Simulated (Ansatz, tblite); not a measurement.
# AsMe3 (C3H9As): charged states by level of theory

The task here is to estimate one member of a computed series from the others.

Program: Ansatz 0.2.0, Gaussian basis. Level of theory: as each input shows. These are calculated values, not measurements.

The runs, in order: charge +1 doublet, at the geometry of the singlet (PBE0-D4/def2-TZVP, PBE-D4/def2-TZVP, r2SCAN-D4/def2-TZVP, HSE06-D4/def2-TZVP, BHLYP-D4/def2-TZVP, r2SCANh-D4/def2-TZVP, ωB97X-V/def2-TZVP, B97M-V/def2-TZVP); charge +1 doublet, relaxed (PBE0-D4/def2-TZVP, PBE-D4/def2-TZVP); charge -1 doublet, at the geometry of the singlet (PBE0-D4/def2-TZVPD, PBE-D4/def2-TZVPD, r2SCAN-D4/def2-TZVPD); the starting singlet's energies come from earlier runs.

### The structure

The singlet was relaxed beforehand with B3LYP-D4/def2-SVP.

13 atoms, charge 0, spin multiplicity 1.

Atoms are counted from 1 here; the program's logs count them from 0.

Bond lengths: As1–C2 1.984 Å, As1–C6 1.984 Å, As1–C10 1.984 Å, C2–H3 1.101 Å, C2–H4 1.101 Å, C2–H5 1.101 Å, C6–H7 1.101 Å, C6–H8 1.101 Å, C6–H9 1.101 Å, C10–H11 1.101 Å, C10–H12 1.101 Å, C10–H13 1.101 Å. Angles: C2–As1–C6 96.8°, C2–As1–C10 96.8°, C6–As1–C10 96.8°, As1–C2–H3 109.4°, As1–C2–H4 111.5°, As1–C2–H5 109.4°, H3–C2–H4 109.1°, H3–C2–H5 108.2°, H4–C2–H5 109.1°, As1–C6–H7 111.5°, As1–C6–H8 109.4°, As1–C6–H9 109.4°, H7–C6–H8 109.1°, H7–C6–H9 109.1°, H8–C6–H9 108.2°, As1–C10–H11 109.4°, As1–C10–H12 109.4°, As1–C10–H13 111.5° and more.

Set-up of the first run:

File in.yaml:

```yaml
crystal:
  periodic: [false, false, false]
  atoms:
    - {symbol: As, position_ang: [0.003058, 0.002678, 1.048863]}
    - {symbol: C, position_ang: [1.713080, -0.007332, 0.042425]}
    - {symbol: H, position_ang: [2.301683, 0.882385, 0.313166]}
    - {symbol: H, position_ang: [1.540723, -0.009074, -1.045308]}
    - {symbol: H, position_ang: [2.293649, -0.901058, 0.317280]}
    - {symbol: C, position_ang: [-0.849892, 1.487261, 0.046096]}
    - {symbol: H, position_ang: [-0.769419, 1.337362, -1.041995]}
    - {symbol: H, position_ang: [-0.364344, 2.437268, 0.316432]}
    - {symbol: H, position_ang: [-1.912893, 1.552551, 0.323801]}
    - {symbol: C, position_ang: [-0.862774, -1.479567, 0.053712]}
    - {symbol: H, position_ang: [-1.926430, -1.533811, 0.331291]}
    - {symbol: H, position_ang: [-0.385890, -2.432428, 0.329371]}
    - {symbol: H, position_ang: [-0.780540, -1.336246, -1.035134]}
basis:
  gaussian: {orbitals: def2-SVP}
total_charge: 1
magnetization: {spin_polarized: true, initial_magnetization: 1}
hamiltonian: {xc: pbe0, dispersion: d4}
output: {orbitals: {seedname: orbitals}}
```

Command:

```bash
> ansatz run in.yaml --threads 2 --pin off --events-out ev --progress --plain --max-ram 4352MiB
```

Steps of the session up to this table: Charge +1 doublet at the fixed geometry, first pass, PBE0-D4/def2-SVP; Charge +1 doublet at the fixed geometry, PBE0-D4/def2-TZVP; Charge +1 doublet at the fixed geometry, PBE-D4/def2-TZVP; Charge +1 doublet at the fixed geometry, r2SCAN-D4/def2-TZVP; Charge +1 doublet at the fixed geometry, HSE06-D4/def2-TZVP; Charge +1 doublet at the fixed geometry, BHLYP-D4/def2-TZVP; Charge +1 doublet at the fixed geometry, r2SCANh-D4/def2-TZVP; Charge +1 doublet at the fixed geometry, ωB97X-V/def2-TZVP; Charge +1 doublet at the fixed geometry, B97M-V/def2-TZVP.

One of the session's tables, all rows but one given; the rest of the session is left out.

It belongs to the step «Vertical ionisation energy». Beside −ε(HOMO) of the starting state:

| level | −ε(HOMO) (eV) | by difference (eV) | mismatch (eV) |
| --- | --- | --- | --- |
| PBE-D4/def2-TZVP | 5.45 | 8.53 | -3.07 |
| r2SCAN-D4/def2-TZVP | 5.68 | 8.55 | -2.87 |
| B97M-V/def2-TZVP | 5.74 | 8.57 | -2.83 |
| r2SCANh-D4/def2-TZVP | 6.07 | 8.57 | -2.49 |
| PBE0-D4/def2-TZVP | 6.52 | 8.59 | -2.07 |
| HSE06-D4/def2-TZVP | ? | ? | ? |
| BHLYP-D4/def2-TZVP | 7.50 | 8.60 | -1.10 |
| ωB97X-V/def2-TZVP | 8.77 | 8.66 | +0.12 |

**Question.** Estimate the row for HSE06-D4/def2-TZVP.

As computed: −ε(HOMO) (eV): 6.13; by difference (eV): 8.58; mismatch (eV): -2.45. In the column «−ε(HOMO) (eV)» it lies between r2SCANh-D4/def2-TZVP (6.07) and PBE0-D4/def2-TZVP (6.52).
